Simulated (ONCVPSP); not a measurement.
# Pseudopotential generation for gallium: ONCV, PBE

Task: generate the file, and judge it by its errors in other configurations, its logarithmic derivatives, its ghosts and its cutoff.

The numbers are computed with ONCVPSP 4.0.1.1 (patched build) (PBE, scalar-relativistic, spin-unpolarised reference atom).

### 1 Starting point

Typed settings, in words:

| Item | Value |
| --- | --- |
| element | gallium (Ga, Z = 31) |
| type | optimised norm-conserving Vanderbilt (ONCV) |
| frozen core | [Ar] |
| valence charge | 13 |
| reference configuration | 3d10 4s1.5 4p1.5 |
| partial waves | 4s: rc 2.00 bohr, ncon 4, nbas 8, qcut 3 1/bohr, 2 projectors, debl 1.8 Ha; 4p: rc 2.70 bohr, ncon 4, nbas 9, qcut 3.2 1/bohr, 1 projector; 3d: rc 1.10 bohr, ncon 4, nbas 8, qcut 14.5 1/bohr, 1 projector |
| local potential | polynomial inside 0.80 bohr (lpopt 5, dvloc0 0 Ha) |
| core correction | not asked for |

The nodes and maxima of the atom's own shells, from an earlier all-electron run, set the scale for the radii.

All-electron outer shells of the reference configuration (PBE, scalar-relativistic, ld1.x):

| shell | level (eV) | outermost node (bohr) | outermost maximum (bohr) |
| --- | --- | --- | --- |
| 3s | -149.12 | 0.27 | 0.56 |
| 3p | -99.85 | 0.24 | 0.56 |
| 3d | -20.12 | – | 0.53 |
| 4s | -9.52 | 0.81 | 1.87 |
| 4p | -2.98 | 0.87 | 2.50 |

### 2 Generating the potential

The input, Ga.dat:

```
# ATOM AND REFERENCE CONFIGURATION
# atsym  z   nc   nv     iexc    psfile
  Ga 31.00    5    3        4      upf
#
#   n    l    f
    1    0    2.00
    2    0    2.00
    2    1    6.00
    3    0    2.00
    3    1    6.00
    3    2   10.00
    4    0    1.50
    4    1    1.50
#
# PSEUDOPOTENTIAL AND OPTIMIZATION
# lmax
    2
#
#   l,   rc,      ep,       ncon, nbas, qcut
    0    2.00    0.00    4    8    3.00
    1    2.70    0.00    4    9    3.20
    2    1.10    0.00    4    8   14.50
#
# LOCAL POTENTIAL
# lloc, lpopt,  rc(5),   dvloc0
    4    5    0.80    0.00
#
# VANDERBILT-KLEINMAN-BYLANDER PROJECTORs
# l, nproj, debl
    0    2    1.80
    1    1    3.60
    2    1    0.70
#
# MODEL CORE CHARGE
# icmod, fcfact, rcfact
    0    0.00    0.00
#
# LOG DERIVATIVE ANALYSIS
# epsh1, epsh2, depsh
   -2.00    5.00    0.02
#
# OUTPUT GRID
# rlmax, drl
    6.00    0.01
#
# TEST CONFIGURATIONS
# ncnf
    4
# nvcnf
#   n    l    f
    3
    3    2   10.00
    4    0    2.00
    4    1    1.00
#
    3
    3    2   10.00
    4    0    2.00
    4    1    0.00
#
    3
    3    2   10.00
    4    0    1.00
    4    1    0.00
#
    3
    3    2    9.00
    4    0    0.00
    4    1    0.00
#
```

On the command line:

```bash
oncvpsp.x < Ga.dat > Ga.out
```

What the program wrote to Ga.out (without the consistency checks and plot data):

```text
ONCVPSP  (Optimized Norm-Conservinng Vanderbilt PSeudopotential)
scalar-relativistic version 4.0.1.1, modified

#   n    l    f        energy (Ha)
    1    0    2.00    -3.7598112E+02
    2    0    2.00    -4.6424749E+01
    2    1    6.00    -4.0416725E+01
    3    0    2.00    -5.4801315E+00
    3    1    6.00    -3.6695999E+00
    3    2   10.00    -7.3952409E-01
    4    0    1.50    -3.4987157E-01
    4    1    1.50    -1.0947598E-01

Reference configufation results
  iterations    30
  all-electron total energy (Ha)   -1.94381916D+03

Begin loop to  construct optimized pseudo wave functions
and semi-local pseudopoentials for all angular momenta

   Wellstate for l =  0  n =  6
     eigenvalue =   1.4501
     asymptotic potential =   1.9501
     half-point radius =  4.6106

Calculating optimized projector #   1

 for l=   0

    Fraction of norm inside rc  0.414191
    Optimizing pswf for qcut=   3.01 a_B^-1,  ecut=   4.52 Ha
    Residual kinetic energy error=  5.03D-03 Ha

    Energy error per electron        Cutoff
         Ha          eV             Ha
         0.01000     0.27211        3.69
         0.00100     0.02721       18.35
         0.00010     0.00272       40.94
         0.00001     0.00027       48.32

Calculating optimized projector #   2

 for l=   0

    Fraction of norm inside rc  0.110600
    Optimizing pswf for qcut=   3.01 a_B^-1,  ecut=   4.52 Ha
    Residual kinetic energy error=  2.31D-02 Ha

    Energy error per electron        Cutoff
         Ha          eV             Ha
         0.01000     0.27211        5.28
         0.00100     0.02721       13.50
         0.00010     0.00272       37.10
         0.00001     0.00027       47.44

Calculating optimized projector #   1

 for l=   1

    Fraction of norm inside rc  0.396829
    Optimizing pswf for qcut=   3.21 a_B^-1,  ecut=   5.14 Ha
    Residual kinetic energy error=  2.65D-05 Ha

    Energy error per electron        Cutoff
         Ha          eV             Ha
         0.01000     0.27211        1.38
         0.00100     0.02721        2.18
         0.00010     0.00272        2.94
         0.00001     0.00027       14.12

Calculating optimized projector #   1

 for l=   2

    Fraction of norm inside rc  0.797530
    Optimizing pswf for qcut=  14.51 a_B^-1,  ecut= 105.29 Ha
    Residual kinetic energy error=  4.15D-06 Ha

    Energy error per electron        Cutoff
         Ha          eV             Ha
         0.01000     0.27211       72.48
         0.00100     0.02721       84.63
         0.00010     0.00272       94.10
         0.00001     0.00027      102.00

Construct Vanderbilt / Kleinmman-Bylander projectors

B matrix Hermiticity error, ll=   0
   1   2   -8.7296E-05

  Orthonormal projector coefficients  1.1941E+01  1.4355E+00

Pseudoatom total energy  -75.056262

Diagnostic tests using Vanderbilt-Kleinman-Bylander pseudopotentials
  1 or more projectors used as specified by nproj input data

   l    rcore       rmatch      e in        delta e   norm test  slope test

   0   2.0056193   2.0665143  -0.3498716  -0.0000014   1.0000305   1.0000462
   0   2.0056193   2.0665143   1.4501284   0.0000012   1.0001784   1.0001784

   1   2.7048771   2.7870030  -0.1094760  -0.0000002   1.0000002   1.0000071

   2   1.1026824   1.1361622  -0.7395241  -0.0000095   0.9999951   1.0000167

 Testing for bound ghosts
   n   l    E NL Schr. Eq   E Basis Diag.   E Cutoff

       0                       -4.097648     64.86  WARNING - GHOST(-)
   1   0       -0.349873       -0.346729     64.86

       1                       -0.658627     41.18  WARNING - GHOST(-)
   2   1       -0.109476       -0.105801     41.18

   3   2       -0.739534       -0.736652    212.54

 Testing for highly-localized positive-energy ghosts
       l    <radius>/rc     E Basis Diag.   E Cutoff

Test configuration 0

   n   l     f        eae           eps        diff
   1   0  2.0000 -375.98112474
   2   0  2.0000  -46.42474881
   2   1  6.0000  -40.41672523
   3   0  2.0000   -5.48013154
   3   1  6.0000   -3.66959987
   3   2 10.0000   -0.73952409   -0.73953363   -9.54D-06
   4   0  1.5000   -0.34987157   -0.34987297   -1.41D-06
   4   1  1.5000   -0.10947598   -0.10947618   -1.96D-07

    Total energies and differences
      AE_ref= -1.94381916D+03  AE_tst= -1.94381916D+03  dif=  0.00D+00
      PS_ref= -7.50562618D+01  PS_tst= -7.50562618D+01  dif=  6.39D-13
      PSP excitation error= -6.39D-13

Test configuration 1

   n   l     f        eae           eps        diff
   1   0  2.0000 -375.94425129
   2   0  2.0000  -46.38958798
   2   1  6.0000  -40.38149478
   3   0  2.0000   -5.44352838
   3   1  6.0000   -3.63301169
   3   2 10.0000   -0.70391502   -0.70360177    3.13D-04
   4   0  2.0000   -0.32885947   -0.32896602   -1.07D-04
   4   1  1.0000   -0.09478380   -0.09473465    4.91D-05

    Total energies and differences
      AE_ref= -1.94381916D+03  AE_tst= -1.94393780D+03  dif= -1.19D-01
      PS_ref= -7.50562618D+01  PS_tst= -7.51749514D+01  dif= -1.19D-01
      PSP excitation error=  5.05D-05

Test configuration 2

   n   l     f        eae           eps        diff
   1   0  2.0000 -376.25088414
   2   0  2.0000  -46.69347132
   2   1  6.0000  -40.68571976
   3   0  2.0000   -5.74784119
   3   1  6.0000   -3.93746457
   3   2 10.0000   -1.00775638   -1.00679949    9.57D-04
   4   0  2.0000   -0.60019325   -0.60057822   -3.85D-04

    Total energies and differences
      AE_ref= -1.94381916D+03  AE_tst= -1.94372876D+03  dif=  9.04D-02
      PS_ref= -7.50562618D+01  PS_tst= -7.49658461D+01  dif=  9.04D-02
      PSP excitation error= -1.75D-05

Test configuration 3

psatom: WARNING lschvkbb convergence error n,l,iter=   2   1  44
ea(ii),et,emin,emax -5.311011E-01 -5.447719E-01 -5.447719E-01 -5.447719E-01
run_config: WARNING for fully non-local PS atom, stg. 1
 WARNING no output for configuration 4

Test configuration 4

psatom: WARNING lschvkbb convergence error n,l,iter=   2   1   3
ea(ii),et,emin,emax -1.094762E-01 -1.204238E-01 -1.204238E-01 -1.204238E-01
run_config: WARNING for fully non-local PS atom, stg. 1
 WARNING no output for configuration 5
```

It took 2.3 s on 1 thread of Intel Xeon 6975P-C, shared host.

Partial waves on a coarse radial grid (AE all-electron, PS pseudo):

| r (bohr) | 4s AE | 4s PS | 4p AE | 4p PS |
| --- | --- | --- | --- | --- |
| 0.135 | 0.1907 | 0.0379 | 0.1208 | 0.0048 |
| 0.270 | -0.0272 | 0.0751 | -0.0537 | 0.0190 |
| 0.405 | -0.2796 | 0.1148 | -0.1924 | 0.0423 |
| 0.540 | -0.3048 | 0.1625 | -0.2085 | 0.0738 |
| 0.675 | -0.1775 | 0.2203 | -0.1444 | 0.1121 |
| 0.810 | 0.0069 | 0.2847 | -0.0455 | 0.1556 |
| 0.945 | 0.1925 | 0.3504 | 0.0611 | 0.2028 |
| 1.080 | 0.3541 | 0.4160 | 0.1624 | 0.2522 |
| 1.215 | 0.4834 | 0.4844 | 0.2524 | 0.3023 |
| 1.350 | 0.5800 | 0.5564 | 0.3294 | 0.3514 |
| 1.485 | 0.6474 | 0.6251 | 0.3935 | 0.3975 |
| 1.620 | 0.6899 | 0.6788 | 0.4456 | 0.4394 |
| 1.755 | 0.7121 | 0.7094 | 0.4869 | 0.4763 |
| 1.890 | 0.7182 | 0.7180 | 0.5187 | 0.5078 |
| 2.025 | 0.7115 | 0.7115 | 0.5420 | 0.5336 |
| 2.160 | 0.6952 | 0.6952 | 0.5582 | 0.5532 |
| 2.295 | 0.6718 | 0.6718 | 0.5680 | 0.5659 |
| 2.430 | 0.6432 | 0.6432 | 0.5725 | 0.5720 |
| 2.565 | 0.6111 | 0.6111 | 0.5724 | 0.5724 |
| 2.700 | 0.5769 | 0.5769 | 0.5685 | 0.5685 |
| 2.835 | 0.5417 | 0.5417 | 0.5614 | 0.5614 |
| 2.970 | 0.5062 | 0.5062 | 0.5517 | 0.5517 |
| 3.105 | 0.4711 | 0.4711 | 0.5399 | 0.5399 |
| 3.240 | 0.4368 | 0.4368 | 0.5265 | 0.5265 |
| 3.375 | 0.4038 | 0.4038 | 0.5117 | 0.5117 |
| 3.510 | 0.3723 | 0.3723 | 0.4959 | 0.4959 |

### 3 The configuration tests of the same run

2 tests gave no usable energy difference (3d10 4s1 4p0; 3d9 4s0 4p0).

Energies count from the reference configuration 3d10 4s1.5 4p1.5; the error is all-electron less pseudo.

```tsv
valence configuration	charge	ΔE all-electron (eV)	error AE − PS (meV)
3d10 4s2 4p1	0	-3.228	+1.4
3d10 4s2 4p0	+1	2.460	-0.5
```

### 4 Logarithmic derivatives

Taken from the files of the generation run. The phase is arctan(r·R′/R) of the radial function R, unwrapped, with energies in Ha. A pole is an energy at which the radial function vanishes at the test radius. The pseudo phase is shifted by a multiple of π to meet the all-electron one at the reference energy. Levels narrower than the energy grid can be missing from the poles. The last column is the largest difference on the grid between −0.5 and +0.5 Ha.

| channel | radius (bohr) | reference (Ha) | poles AE | poles PS | window around the reference with phases within 0.05 rad (Ha) | largest difference near zero (rad) |
| --- | --- | --- | --- | --- | --- | --- |
| s | 2.03 | -0.35 | 1.21 | 1.21 | below 3.5 | 0.000 |
| p | 2.74 | -0.11 | 0.59, 3.90 | -0.65, 0.60, 3.73 | -0.6 to 1.7 | 0.010 |
| d | 1.12 | -0.74 | 0.42 | 0.45 | below 2.5 | 0.006 |

Phases (rad) along the scan:

| E (Ha) | p AE | p PS | d AE | d PS |
| --- | --- | --- | --- | --- |
| -1.98 | 1.325 | 4.466 | 0.221 | 0.236 |
| -1.62 | 1.285 | 4.426 | -0.232 | -0.220 |
| -1.26 | 1.220 | 4.359 | -0.703 | -0.699 |
| -0.90 | 1.090 | 4.222 | -1.046 | -1.046 |
| -0.54 | 0.706 | 0.735 | -1.266 | -1.266 |
| -0.18 | -0.660 | -0.660 | -1.411 | -1.409 |
| 0.18 | -1.344 | -1.343 | -1.515 | -1.511 |
| 0.54 | -1.550 | -1.548 | -1.596 | -1.588 |
| 0.90 | -1.680 | -1.677 | -1.663 | -1.652 |
| 1.26 | -1.840 | -1.837 | -1.723 | -1.707 |
| 1.62 | -2.267 | -2.281 | -1.780 | -1.758 |
| 1.98 | -3.800 | -3.871 | -1.838 | -1.808 |
| 2.34 | -4.380 | -4.407 | -1.900 | -1.859 |
| 2.70 | -4.538 | -4.556 | -1.970 | -1.913 |
| 3.06 | -4.614 | -4.629 | -2.052 | -1.973 |
| 3.42 | -4.663 | -4.678 | -2.153 | -2.042 |
| 3.78 | -4.701 | -4.718 | -2.283 | -2.124 |
| 4.14 | -4.735 | -4.757 | -2.454 | -2.224 |
| 4.50 | -4.770 | -4.802 | -2.679 | -2.350 |
| 4.86 | -4.815 | -4.870 | -2.961 | -2.510 |

### 5 Convergence and ghost test

From the same output: the cutoffs (Ha) at which the residual kinetic energy of the hardest occupied pseudo-wave falls to 1 and 0.1 mHa per electron are 85 Ha and 94 Ha.

The program's own ghost test: GHOST(-) flagged for s at -111.5 eV, p at -17.9 eV; no localised positive-energy state flagged.

Cutoff (Ha) at which the first wave of each channel reaches a given error (Ha per electron):

| error | s | p | d |
| --- | --- | --- | --- |
| 1.0e-02 | 3.7 | 1.4 | 72.5 |
| 3.2e-03 | 5.5 | 1.8 | 78.9 |
| 1.0e-03 | 18.3 | 2.2 | 84.6 |
| 3.2e-04 | 36.0 | 2.5 | 89.6 |
| 1.0e-04 | 40.9 | 2.9 | 94.1 |
| 3.2e-05 | 44.2 | 4.8 | 97.9 |
| 1.0e-05 | 48.3 | 14.1 | 102.0 |

### 6 Summary of results

| quantity | value |
| --- | --- |
| cutoffs for 1 and 0.1 mHa per electron, occupied waves | 85 Ha and 94 Ha |
| bound ghosts | s at -111.50 eV, p at -17.92 eV |
| GHOST(+) flags | none at low energy |
| largest test error (AE − PS) | +1.4 meV, for 3d10 4s2 4p1 (2 tests unsolved) |
| largest phase difference near zero energy, channels read | 0.010 rad |

In words: It has a bound ghost (s, p), a state that the atom doesn't have, and that rules the file out. The worst unpolarised test, 3d10 4s2 4p1, is off by 1.4 meV on 3.2 eV; by total energies transferability rates as very good where solved. Atomic tests can pass in spite of a ghost, since they solve only for the levels asked. Of the tests 2 gave no usable energy difference, which is a warning in itself. It counts as very hard, with 85 Ha needed at the looser tolerance. At the looser tolerance the 3d wave is the slowest; 4s needs 18 Ha. Near zero energy the phases of the channels with partial waves agree within 0.010 rad. The pseudo curves have a pole with no partner nearby in the atom's: p at -0.65 Ha. All of this concerns the isolated atom, not yet a solid.
